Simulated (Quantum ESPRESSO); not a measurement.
Ga3Se under changes of volume

One of the cells (21.771 Å³/atom); the others are scaled copies at fixed shape and fractional positions:

```
CELL_PARAMETERS angstrom
4.43246 0.00000 0.00000
0.00000 4.43246 0.00000
0.00000 0.00000 4.43246
ATOMIC_POSITIONS crystal
Se 0.00000 0.00000 0.00000
Ga 0.50000 0.50000 0.00000
Ga 0.50000 0.00000 0.50000
Ga 0.00000 0.50000 0.50000
```

The cell comes from a database or a generator and needn't be the stable form of this composition.

- Program: Quantum ESPRESSO 7.5
- Functional: PBE
- Potentials or basis: SSSP 1.3 efficiency PBE
- Cutoff: 952 eV
- Density cutoff: 7619 eV
- k mesh: 6 × 6 × 6
- Occupations: fermi-dirac, width 0.05 eV
- Spin: no spin polarisation

```csv
volume (Å³/atom),energy over the lowest point (meV/atom),pressure (GPa)
20.465,6.13,2.0
20.900,1.75,1.0
21.335,0.00,0.1
21.771,0.55,-0.7
22.206,3.13,-1.4
22.642,7.45,-2.0
23.077,?,?
```

What does the run at 23.077 Å³/atom give?

Energy over the lowest point 13.28 meV/atom; pressure -2.5 GPa.

Worked out: A Birch-Murnaghan fit of order 3 (a polynomial in V^(-2/3)) to the other rows has its minimum at 21.44 Å³/atom with B0 = V·E''(V) = 40 GPa and B' = 5.7. It gives 13.30 meV/atom at 23.077 Å³/atom, against the run's 13.28, and -dE/dV = -2.4 GPa, against -2.5.

Energies are extrapolated to zero smearing.
